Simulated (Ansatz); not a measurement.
**Si2H3F3 (SMILES F[Si](F)(F)[SiH3]): CCSD/cc-pVDZ**

What is the electronic atomisation energy of Si2H3F3 at CCSD/cc-pVDZ? 

The results are computed with Ansatz 0.2.0.

48 further runs of the same task are left out: 4 that didn't finish, 44 set aside as unsound or not needed.

### Step 1. The molecule

Si2H3F3: 8 atoms, total charge 0, spin state singlet. SMILES: `F[Si](F)(F)[SiH3]`. The coordinates come from a PBE0-D4/def2-TZVP relaxation.

Bond lengths: F1–Si2 1.582 Å, Si2–F3 1.582 Å, Si2–F4 1.582 Å, Si2–Si5 2.328 Å, Si5–H6 1.484 Å, Si5–H7 1.484 Å, Si5–H8 1.484 Å. Some angles: F1–Si2–F3 107.0°, F1–Si2–F4 107.0°, F1–Si2–Si5 111.9°, F3–Si2–F4 107.0°, F3–Si2–Si5 111.9°, F4–Si2–Si5 111.9°, Si2–Si5–H6 108.7°, Si2–Si5–H7 108.7°, Si2–Si5–H8 108.7°, H6–Si5–H7 110.2°.

### Step 2. The energy at CCSD/cc-pVDZ

Input file job.yaml:

```yaml
crystal:
  periodic: [false, false, false]
  atoms:
    - {symbol: F, position_ang: [1.310500, -1.060500, 1.504800]}
    - {symbol: Si, position_ang: [0.534400, -0.990500, 0.128500]}
    - {symbol: F, position_ang: [-0.479300, -2.204500, 0.107900]}
    - {symbol: F, position_ang: [1.595600, -1.255900, -1.013900]}
    - {symbol: Si, position_ang: [-0.550700, 1.050400, -0.152600]}
    - {symbol: H, position_ang: [-1.525600, 1.227900, 0.951900]}
    - {symbol: H, position_ang: [0.460600, 2.135800, -0.122800]}
    - {symbol: H, position_ang: [-1.253300, 1.040400, -1.459500]}
basis:
  gaussian:
    orbitals: cc-pVDZ
correlation:
  method: ccsd
  frozen_orbitals: {F: 1, H: 0, Si: 5}
accuracy: high
scf:
  omitted_lower_state_checks: [cluster_reference, increment]
```

Started as:

```
ansatz run job.yaml --threads 1 --pin off --max-ram 3480MiB --events-out events.jsonl --progress --plain --runs-dir runs
```

The program printed, shortened:

```text
Warning: RAYON_NUM_THREADS=1 ignored (pool sized by the plan → 1); use --threads N
Functional definition: HF
  name "HF"
[...]
2061 factors; integrals over basis functions are off by at most 4.6e-9 eV
[...]
mean field -23894.57975202 eV, -878.1096095588 hartree, gradient 6.1e-8 eV, S^2 0.000000; 0 other end points of the search recorded, 0 dependent functions left out
13 core orbitals not correlated: weight in the atoms' cores, before any rotation towards them, 1.000 or more for the frozen orbitals, at most 0.000 for the correlated occupied ones
reference -23894.57975202 eV, -878.1096095588 hartree; 16, 16 occupied and 64, 64 virtual orbitals, 2061 factors
second order -20.39532392 eV of doubles, -0.00000000 eV of singles
cycle   1  -20.68820711 eV  change   -2.9e-1 eV  update   1.1e-1
[...]
cycle  19  -21.28997792 eV  change    1.5e-9 eV  update   2.7e-9
Total energy: -23915.86972994 eV, -878.8920018164 hartree
Checks for a lower state left out: cluster_reference, increment
```

Wall time 19 s (1 thread of Arm Neoverse V2, shared host); peak memory 0.57 GiB.

### Step 3. The F atom

Input file run.yaml:

```yaml
crystal:
  periodic: [false, false, false]
  atoms:
    - {symbol: F, position_ang: [0.000000, 0.000000, 0.000000]}
basis:
  gaussian: {orbitals: cc-pVDZ}
magnetization: {spin_polarized: true, initial_magnetization: 1}
correlation: {method: ccsd, frozen_orbitals: {F: 1}}
accuracy: high
scf: {omitted_lower_state_checks: [cluster_reference, increment]}
```

Run the same way, it converges to -99.52669 Eh (log not shown).

### Step 4. The H atom: the energy at UHF/cc-pVDZ

Input file input.yaml:

```yaml
crystal:
  periodic: [false, false, false]
  atoms:
    - {symbol: H, position_ang: [0.000000, 0.000000, 0.000000]}
basis:
  gaussian:
    orbitals: cc-pVDZ
magnetization:
  spin_polarized: true
  initial_magnetization: 1
accuracy: high
hamiltonian:
  xc: hf
total_charge: 0
```

Started as:

```
ansatz run input.yaml --threads 1 --pin off --max-ram 3480MiB --events-out events.jsonl --progress --plain --runs-dir runs
```

The program printed:

```text
Warning: RAYON_NUM_THREADS=1 ignored (pool sized by the plan → 1); use --threads N
[... 2 set-up lines as earlier in the session ...]
  exchange = exact_x
  correlation = 0
15 factors; integrals over basis functions are off by at most 4.6e-8 eV
mean field evaluation 1: about -13.5522 eV, gradient 1.6e0 eV
mean field evaluation 2: about -13.5522 eV, gradient 1.6e0 eV
mean field evaluation 4: about -13.5861 eV, gradient 1.4e-4 eV
mean field evaluation 8: about -13.5861 eV, gradient 4.9e-14 eV
mean field -13.58605748 eV, -0.4992784034 hartree, gradient 1.6e-10 eV, S^2 0.750000; 0 other end points of the search recorded, 0 dependent functions left out
reference -13.58605748 eV, -0.4992784034 hartree; 1, 0 occupied and 4, 5 virtual orbitals, 15 factors
Total energy: -13.58605748 eV, -0.4992784034 hartree
```

Run time: 0.04 s. Hardware: 1 thread of Arm Neoverse V2, shared host.

### Step 5. The Si atom at the same level

Input file job.yaml:

```yaml
crystal:
  periodic: [false, false, false]
  atoms:
    - {symbol: Si, position_ang: [0.000000, 0.000000, 0.000000]}
basis:
  gaussian:
    orbitals: cc-pVDZ
magnetization:
  spin_polarized: true
  initial_magnetization: 2
correlation:
  method: ccsd
  frozen_orbitals: {Si: 5}
accuracy: high
scf:
  omitted_lower_state_checks: [cluster_reference, increment]
```

Run the same way, it converges to -288.91409 Eh (log not shown).

### Step 6. Results

Level: CCSD/cc-pVDZ, 13 core orbitals frozen.

| quantity | value |
| --- | --- |
| molecule: total energy | -878.89200 Eh |
| molecule: correlation energy (13 core orbitals frozen) | -782.4 mEh |
| molecule: T1 diagnostic | 0.013 |
| F atom: total energy | -99.52669 Eh |
| F atom: correlation energy (1 core orbital frozen) | -151.4 mEh |
| F atom: ⟨S²⟩ of the reference determinant | 0.752 |
| F atom: T1 diagnostic | 0.003 |
| H atom: total energy | -0.49928 Eh |
| H atom: ⟨S²⟩ | 0.750 |
| Si atom: total energy | -288.91409 Eh |
| Si atom: correlation energy (5 core orbitals frozen) | -64.0 mEh |
| Si atom: ⟨S²⟩ of the reference determinant | 2.011 |
| Si atom: T1 diagnostic | 0.010 |
| electronic atomisation energy | 26.828 eV |

**Reading.** Taking the molecule apart into free atoms costs 26.83 eV (619 kcal/mol), before zero-point energy and without spin-orbit coupling.
